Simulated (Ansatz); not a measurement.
Run this with Ansatz 0.2.0 through its Python package and show what comes out.

Script `compress.py`:
```python
"""Volume and enthalpy of SnO2 against pressure."""

import warnings

import ansatz as az
from ase import Atoms
import numpy as np
import pandas as pd

CUTOFF_EV = 450
KGRID = (4, 4, 6)
SMEARING = "fermi_dirac"
SIGMA = 0.05

def edges_and_angles(cell):
    cell = np.asarray(cell)
    a, b, c = np.linalg.norm(cell, axis=1)
    cosines = cell[1] @ cell[2] / (b * c), cell[0] @ cell[2] / (a * c), cell[0] @ cell[1] / (a * b)
    return (a, b, c, *np.degrees(np.arccos(cosines)))


def main() -> None:
    warnings.simplefilter("ignore", az.DeckWarning)

    atoms = Atoms(
        ["Sn", "Sn", "O", "O", "O", "O"],
        scaled_positions=[
            (0.0, 0.0, 0.0),
            (0.5, 0.5, 0.5),
            (0.3071, 0.3071, 0.0),
            (0.1929, 0.8071, 0.5),
            (0.6929, 0.6929, 0.0),
            (0.8071, 0.1929, 0.5),
        ],
        cell=[
            (4.738, 0.0, 0.0),
            (0.0, 4.738, 0.0),
            (0.0, 0.0, 3.1865),
        ],
        pbc=True,
    )
    system = az.Crystal.from_ase(atoms)

    setup = system.calculation()
    setup = setup.functional(az.Functional.PBE)
    setup = setup.pseudopotentials("paw").basis(CUTOFF_EV)
    setup = setup.kpoints(*KGRID).occupations(SMEARING, width=SIGMA)

    # H = F + PV, with 1 GPa A^3 = 1/160.21766 eV
    rows = []
    for pressure in [0, 10, 20, 30, 40]:
        result = setup.relax(cell=True, pressure=pressure, force_tolerance=0.01).run()
        cell = result.lattice.cell_ang
        n_atoms = len(result.lattice.sites)
        volume = abs(np.linalg.det(cell)) / n_atoms
        enthalpy = result.report["free_energy_ev"] / n_atoms + pressure * volume / 160.21766
        rows.append((pressure, volume, enthalpy, *edges_and_angles(cell)))
        print(f"{pressure} GPa done: {volume:.4f} A^3/atom")

    table = pd.DataFrame(rows, columns=["P_GPa", "V_A3_atom", "H_eV_atom", "a", "b", "c", "alpha", "beta", "gamma"])
    print(table.round(4).to_string(index=False))
    p, v = np.array([row[0] for row in rows], float), np.array([row[1] for row in rows])
    print("mean bulk modulus between rows (GPa):", np.round(-np.diff(p) / np.diff(np.log(v)), 1))


if __name__ == "__main__":
    main()
```

Running `python compress.py` prints:
```text
0 GPa done: 12.5768 A^3/atom
10 GPa done: 11.9420 A^3/atom
20 GPa done: 11.4578 A^3/atom
30 GPa done: 11.0658 A^3/atom
40 GPa done: 10.7342 A^3/atom
 P_GPa  V_A3_atom  H_eV_atom      a      b      c  alpha  beta  gamma
     0    12.5768 -2386.3321 4.8277 4.8277 3.2377   90.0  90.0   90.0
    10    11.9420 -2385.5680 4.7257 4.7257 3.2084   90.0  90.0   90.0
    20    11.4578 -2384.8383 4.6467 4.6467 3.1839   90.0  90.0   90.0
    30    11.0658 -2384.1358 4.5818 4.5818 3.1627   90.0  90.0   90.0
    40    10.7342 -2383.4557 4.5256 4.5256 3.1446   90.0  90.0   90.0
mean bulk modulus between rows (GPa): [193.1 241.6 287.2 328.7]
```

The volume falls from 12.58 Å³ an atom at 0 GPa to 10.73 at 40 GPa, by 14.7 %. Between 0 and 10 GPa, -V dP/dV is about 193 GPa, a mean over that step.

Absolute energies stand on the zero of these potentials, so only differences at equal settings mean something. At a fixed pressure a relaxation lowers the enthalpy F + PV, while F alone can rise. The starting cell is as deposited in a crystallographic database; the results hold for this polymorph, which needn't be the stable one. Symmetry holds the cell in this phase, whether or not it is the stable one at each pressure. Hardware and time: 2.9 min on 1 thread of Arm Neoverse N1, with other jobs on the host, peak memory 0.49 GiB.
